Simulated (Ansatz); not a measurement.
**BrClSi: ladder of basis sets from a Python script**

Program: Ansatz 0.2.0, driven from Python. The levels of theory stand in the script. These are calculated values, not measurements.

## 1. Starting point

Bond lengths: Cl1–Si2 2.065 Å, Si2–Br3 2.200 Å. Angles: Cl1–Si2–Br3 107.6°.

brclsi.xyz, read by the script:

```xyz
3

Cl    0.70180    1.48000    0.53620
Si   -0.71030    0.26600   -0.35690
Br   -0.00240   -1.81080   -0.19260
```

## 2. The script

The input, basis.py:

```python
import logging
import sys

import ansatz as az

logging.basicConfig(stream=sys.stdout, format="%(levelname)s %(message)s")
logger = logging.getLogger("calc")
logger.setLevel(logging.INFO)


def main() -> None:
    mol = az.Crystal.molecule_from_extxyz("brclsi.xyz")

    setup = mol.calculation().functional("B3LYP", dispersion="d4")

    energies = {}
    for basis in ["def2-SVP", "def2-SVPD", "def2-TZVP", "def2-TZVPP"]:
        rep = setup.basis(gaussian=basis).run(threads=1, pin="off").report
        size = rep["n_frozen"] + rep["n_occupied"][0] + rep["n_virtual"][0]
        energies[basis] = (rep["reference_energy_ev"] / 27.211386246, rep["free_energy_ev"] / 27.211386246)
        logger.info(f"{basis:14s} {size:4d} orbitals  reference {energies[basis][0]:14.6f} Ha  total {energies[basis][1]:14.6f} Ha")

    last = energies["def2-TZVPP"][1]
    for basis, (_, total) in energies.items():
        logger.info(f"{basis:14s} lies {27.211386 * (total - last):9.4f} eV above def2-TZVPP")


if __name__ == "__main__":
    main()
```

## 3. The run

Run with:

```sh
python basis.py
```

What time and memory should one allow on 1 thread of Intel Xeon Platinum 8375C at 2.90GHz (Ice Lake), shared host?

About 8.8 s, with a peak of 0.35 GiB.
